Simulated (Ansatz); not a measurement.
# CH3ClF2Si (SMILES C[Si](F)(F)Cl): levels of theory compared

We compute a comparison of 6 runs (HF/STO-3G, B3LYP/6-31G*, PBE-QIDH/def2-SVP, r2SCAN0/def2-SVP, RPA@PBE/def2-SVP, RPA@PBE0/def2-SVP) of CH3ClF2Si. 

Program for the calculation: Ansatz 0.2.0.

126 further runs of the same task are left out: 126 set aside as unsound or not needed.

## (1) Starting point

CH3ClF2Si has 8 atoms, charge 0, and is taken as a singlet. As SMILES, `C[Si](F)(F)Cl`. The C1–H7 distance was set to 1.419 Å, away from the relaxed value.

Bond lengths: C1–Si2 1.832 Å, Si2–F3 1.582 Å, Si2–F4 1.582 Å, Si2–Cl5 2.029 Å, C1–H6 1.092 Å, C1–H8 1.091 Å. Angles: C1–Si2–F3 111.0°, C1–Si2–F4 111.0°, C1–Si2–Cl5 112.6°, F3–Si2–F4 106.6°, F3–Si2–Cl5 107.7°, F4–Si2–Cl5 107.8°, Si2–C1–H6 110.1°, Si2–C1–H8 110.4°, H6–C1–H8 108.7°. A long bond or contact: C1–H7 1.419 Å.

## (2) A single-point energy at HF/STO-3G (run 1)

run.yaml reads:

```yaml
crystal:
  periodic: [false, false, false]
  atoms:
    - {symbol: C, position_ang: [-0.828990, -0.412819, 0.205841]}
    - {symbol: Si, position_ang: [0.670110, 0.037581, -0.745559]}
    - {symbol: F, position_ang: [1.966510, -0.586119, -0.087259]}
    - {symbol: F, position_ang: [0.595710, -0.529419, -2.220559]}
    - {symbol: Cl, position_ang: [0.942610, 2.044681, -0.867259]}
    - {symbol: H, position_ang: [-0.937590, -1.499219, 0.243441]}
    - {symbol: H, position_ang: [-0.740200, 0.080400, 1.533400]}
    - {symbol: H, position_ang: [-1.719290, 0.010981, -0.262259]}
basis:
  gaussian:
    orbitals: STO-3G
hamiltonian:
  xc: hf
output:
  orbitals: {seedname: orbitals}
magnetization:
  spin_polarized: false
accuracy: high
```

Command:

```
$ ansatz run run.yaml --threads 1 --pin off --max-ram 3480MiB --events-out events.jsonl --progress --plain --runs-dir runs
```

Log:

```text
Warning: RAYON_NUM_THREADS=1 ignored (pool sized by the plan → 1); use --threads N
Functional definition: HF
  name "HF"
  exchange = exact_x
  correlation = 0
758 factors; integrals over basis functions are off by at most 3.1e-8 eV
mean field evaluation 1: about -26540.7519 eV, gradient 2.7e1 eV
mean field evaluation 2: about -26540.8404 eV, gradient 2.7e1 eV
mean field evaluation 4: about -26544.1064 eV, gradient 1.6e0 eV
mean field evaluation 8: about -26544.1209 eV, gradient 4.6e-5 eV
mean field -26544.12088828 eV, -975.4784503930 hartree, gradient 1.9e-8 eV, S^2 0.000000; 0 other end points of the search recorded, 0 dependent functions left out
reference -26544.12088828 eV, -975.4784503930 hartree; 29, 29 occupied and 7, 7 virtual orbitals, 758 factors
Total energy: -26544.12088828 eV, -975.4784503930 hartree
```

Run time: 0.34 s. Hardware: 1 thread of Arm Neoverse V2, shared host.

## (3) The energy at B3LYP/6-31G(d) (spherical functions) (run 2)

input.yaml reads:

```yaml
crystal:
  periodic: [false, false, false]
  atoms:
    - symbol: C
      position_ang: [-0.828990, -0.412819, 0.205841]
    - symbol: Si
      position_ang: [0.670110, 0.037581, -0.745559]
    - symbol: F
      position_ang: [1.966510, -0.586119, -0.087259]
    - symbol: F
      position_ang: [0.595710, -0.529419, -2.220559]
    - symbol: Cl
      position_ang: [0.942610, 2.044681, -0.867259]
    - symbol: H
      position_ang: [-0.937590, -1.499219, 0.243441]
    - symbol: H
      position_ang: [-0.740200, 0.080400, 1.533400]
    - symbol: H
      position_ang: [-1.719290, 0.010981, -0.262259]
basis:
  gaussian:
    orbitals: 6-31G_st_-spherical.json
total_charge: 0
magnetization:
  spin_polarized: false
  initial_magnetization: 0
hamiltonian:
  xc: {name: B3LYP}
accuracy: high
output:
  orbitals: {seedname: orbitals}
```

The basis set 6-31G* is read from a file made from the Basis Set Exchange's data (not shown).

Command:

```
$ ansatz run input.yaml --threads 1 --pin off --max-ram 3480MiB --events-out events.jsonl --progress --plain --runs-dir runs
```

Log:

```text
Warning: RAYON_NUM_THREADS=1 ignored (pool sized by the plan → 1); use --threads N
Functional definition: B3LYP
  name "B3LYP"
  parameter a0 = 0.2
  parameter ax = 0.72
  parameter ac = 0.81
  exchange = (1 - a0 - ax)*slater_x + ax*b88_x + a0*exact_x
  correlation = (1 - ac)*vwn_rpa_c + ac*lyp_c
1858 factors; integrals over basis functions are off by at most 4.0e-9 eV
mean field evaluation 1: about -26918.1416 eV, gradient 5.4e1 eV
mean field evaluation 2: about -26913.9117 eV, gradient 7.2e1 eV
mean field evaluation 4: about -26923.7481 eV, gradient 2.0e0 eV
mean field evaluation 8: about -26923.9155 eV, gradient 4.1e-1 eV
mean field evaluation 16: about -26923.9159 eV, gradient 2.6e-5 eV
mean field -26923.91592008 eV, -989.4356603772 hartree, gradient 8.2e-8 eV, S^2 0.000000; 0 other end points of the search recorded, 0 dependent functions left out
reference -26923.91595850 eV, -989.4356617894 hartree; 29, 29 occupied and 55, 55 virtual orbitals, 1858 factors
Total energy: -26923.91595850 eV, -989.4356617894 hartree
```

Run time: 7.8 s. Hardware: 1 thread of Arm Neoverse V2, shared host; peak memory 0.29 GiB.

Runs 3 to 5 aren't shown in full; the table further down has their settings and results.

## (4) The energy at RPA@PBE0/def2-SVP (run 6)

input.yaml: that of step 3 with these lines changed.

```diff
@@ -1 +1,3 @@
+basis:
+  gaussian: {orbitals: def2-SVP}
 crystal:
@@ -19,13 +21,5 @@
       position_ang: [-1.719290, 0.010981, -0.262259]
-basis:
-  gaussian:
-    orbitals: 6-31G_st_-spherical.json
 total_charge: 0
-magnetization:
-  spin_polarized: false
-  initial_magnetization: 0
-hamiltonian:
-  xc: {name: B3LYP}
+hamiltonian: {xc: pbe0}
+correlation: {method: rpa, frozen_orbitals: {C: 1, Cl: 5, F: 1, H: 0, Si: 5}}
 accuracy: high
-output:
-  orbitals: {seedname: orbitals}
```

Command:

```
$ ansatz run input.yaml --threads 1 --pin off --max-ram 3480MiB --events-out events.jsonl --progress --plain --runs-dir runs
```

Log, shortened:

```text
Warning: RAYON_NUM_THREADS=1 ignored (pool sized by the plan → 1); use --threads N
Functional definition: PBE0
  name "PBE0"
[...]
1975 factors; integrals over basis functions are off by at most 1.9e-8 eV
[...]
mean field -26898.81238958 eV, -988.5131226470 hartree, gradient 3.2e-8 eV, S^2 0.000000; 0 other end points of the search recorded, 0 dependent functions left out
13 core orbitals not correlated: weight in the atoms' cores, before any rotation towards them, 1.000 or more for the frozen orbitals, at most 0.000 for the correlated occupied ones
reference -26847.65324379 eV, -986.6330587162 hartree; 16, 16 occupied and 64, 64 virtual orbitals, 1975 factors
Total energy: -26875.92258198 eV, -987.6719377331 hartree
```

Wall time 12 s (1 thread of Arm Neoverse V2, shared host); peak memory 0.33 GiB.

## (5) All runs side by side

| run | level | frozen core orbitals | energy (Eh) | HOMO energy (eV) | LUMO energy (eV) | HOMO–LUMO gap (eV) | wall time |
| --- | --- | --- | --- | --- | --- | --- | --- |
| 1 | HF/STO-3G | – | -975.478450 | -10.51 | 9.62 | 20.12 | 0.34 s |
| 2 | B3LYP/6-31G* (spherical functions) | – | -989.435662 | -9.22 | 0.14 | 9.36 | 7.8 s |
| 3 | PBE-QIDH/def2-SVP | 13 | -988.232383 | -11.88 | 2.06 | 13.93 | 9.6 s |
| 4 | r2SCAN0/def2-SVP | – | -988.828439 | -9.81 | 0.43 | 10.24 | 15 s |
| 5 | RPA@PBE/def2-SVP | 13 | -987.750765 | – | – | – | 9.6 s |
| 6 | RPA@PBE0/def2-SVP | 13 | -987.671938 | – | – | – | 12 s |

## (6) Outcome

```
                               quantity          value
                    run 6: total energy  -987.67194 Eh
run 6: RPA correlation energy (valence)    -1038.9 mEh
```

In words: Over runs 1, 2, 3, 4 the HOMO–LUMO gap runs from 9.36 eV (B3LYP/6-31G*) to 20.12 eV (HF/STO-3G). The two ends differ in method and basis. Totals of different functionals can't be ranked against each other. In run 1 the basis is minimal, so the values are rough. All runs together took 54 s, the longest 15 s.
